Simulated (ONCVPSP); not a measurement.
# Zinc: generating and testing an ONCV potential

Task: generate the file, and judge it by its errors in other configurations, its logarithmic derivatives, its ghosts and its cutoff.

The numbers are computed with ONCVPSP 4.0.1 (PBE, scalar-relativistic, spin-unpolarised reference atom).

### 1 The design

The settings as typed:

* element: zinc (Zn, Z = 30)
* type: optimised norm-conserving Vanderbilt (ONCV)
* frozen core: [Ar]
* valence charge: 12
* reference configuration: 3d10 4s1 4p1
* partial waves: 4s: rc 1.76 bohr, ncon 5, nbas 9, qcut 2.5 1/bohr, 2 projectors, debl 2.7 Ha; 4p: rc 2.02 bohr, ncon 4, nbas 8, qcut 2.9 1/bohr, 2 projectors, debl 1.6 Ha; 3d: rc 1.14 bohr, ncon 4, nbas 9, qcut 10.4 1/bohr, 2 projectors, debl 1.6 Ha
* local potential: polynomial inside 1.04 bohr (lpopt 5, dvloc0 -1 Ha)
* core correction: Teter function, fcfact 2.5, rcfact 1.1

### 2 Generation

The input, Zn.dat:

```
# ATOM AND REFERENCE CONFIGURATION
# atsym  z   nc   nv     iexc    psfile
  Zn 30.00    5    3        4      upf
#
#   n    l    f
    1    0    2.00
    2    0    2.00
    2    1    6.00
    3    0    2.00
    3    1    6.00
    3    2   10.00
    4    0    1.00
    4    1    1.00
#
# PSEUDOPOTENTIAL AND OPTIMIZATION
# lmax
    2
#
#   l,   rc,      ep,       ncon, nbas, qcut
    0    1.76    0.00    5    9    2.50
    1    2.02    0.00    4    8    2.90
    2    1.14    0.00    4    9   10.40
#
# LOCAL POTENTIAL
# lloc, lpopt,  rc(5),   dvloc0
    4    5    1.04   -1.00
#
# VANDERBILT-KLEINMAN-BYLANDER PROJECTORs
# l, nproj, debl
    0    2    2.70
    1    2    1.60
    2    2    1.60
#
# MODEL CORE CHARGE
# icmod, fcfact, rcfact
    3    2.50    1.10
#
# LOG DERIVATIVE ANALYSIS
# epsh1, epsh2, depsh
   -2.00    5.00    0.02
#
# OUTPUT GRID
# rlmax, drl
    6.00    0.01
#
# TEST CONFIGURATIONS
# ncnf
    4
# nvcnf
#   n    l    f
    3
    3    2   10.00
    4    0    2.00
    4    1    0.00
#
    3
    3    2   10.00
    4    0    1.00
    4    1    0.00
#
    3
    3    2   10.00
    4    0    0.00
    4    1    0.00
#
    3
    3    2    9.00
    4    0    2.00
    4    1    1.00
#
```

The run is started by

```sh
$ oncvpsp.x < Zn.dat > Zn.out
```

Q: Predict the outcome of this session. Wanted: cutoffs for 1 and 0.1 mHa per electron, occupied waves; bound ghosts; GHOST(+) flags; largest test error; largest phase difference near zero energy, channels read; rms error of d²Exc/dn², without and with the model core.

The runs gave:

| quantity | value |
| --- | --- |
| cutoffs for 1 and 0.1 mHa per electron, occupied waves | 109 Ha and 235 Ha |
| bound ghosts | none found |
| GHOST(+) flags | s at 16 eV, p at 86 eV |
| largest test error (AE − PS) | -110 meV, for 3d9 4s2 4p1 |
| largest phase difference near zero energy, channels read | 0.006 rad |
| rms error of d²Exc/dn², without and with the model core | 5.28 and 4.24 mHa |

By total energies transferability is poor: the largest error is 110 meV on 7.2 eV, for 3d9 4s2 4p1. By its cutoff, 109 Ha for the looser tolerance, it is very hard. At the looser tolerance the 3d wave is the slowest; 4s needs 15 Ha. No bound ghost shows below the valence levels. Near zero energy the phases of the channels with partial waves agree within 0.006 rad. The pseudo curves have a pole with no partner nearby in the atom's: s at 0.56 Ha. At positive energy that is a spurious or a displaced resonance. The program also flags highly localised states, GHOST(+) (s, p).
